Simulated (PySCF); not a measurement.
# C₅H₈ClNSi: magnetic properties

Computed with PySCF 2.14.0 and routines of our own; the level stands in each step. Atoms count from 0.

## 1. The starting structure

16 atoms, charge 0, multiplicity 1; geometry from: GFN2-xTB.

## 2. Magnetic properties: GIAO PBE0/pcSseg-1

Job settings and geometry (Å):

```
{"job": {"kind": "mag", "xc": "PBE0", "basis": "pcSseg-1", "isotopologues": 2}, "charge": 0, "multiplicity": 1}
C      2.939150    -0.968048     0.517607
C      1.922586    -0.180755     0.167722
C      0.549149    -0.599494     0.273554
C     -0.549219     0.105775    -0.068009
C     -0.540328     1.437068    -0.623295
N     -1.677012     1.934619    -0.871886
Si    -2.336836    -0.491718     0.106989
Cl    -2.247371    -2.365589     0.887521
H      2.773907    -1.963354     0.896893
H      3.963681    -0.647528     0.436081
H      2.122696     0.812564    -0.209217
H      0.407187    -1.595915     0.676355
H      0.410492     1.949535    -0.805076
H     -1.685573     2.872144    -1.265312
H     -3.077487     0.322019     1.061813
H     -2.982620    -0.612379    -1.193151
```

Method: GIAO PBE0/pcSseg-1 magnetisability, rotational g tensor and spin-rotation constants, non-relativistic, gas phase.

Command:

```sh
$ OMP_NUM_THREADS=1 python excited_run.py task.json out
```

This one command runs all jobs of the session in turn.

**Question.** How long does this first job take on 1 thread of Arm Neoverse V1, shared host, and how much memory does it need?

About 36 s, with a peak of 0.84 GiB.
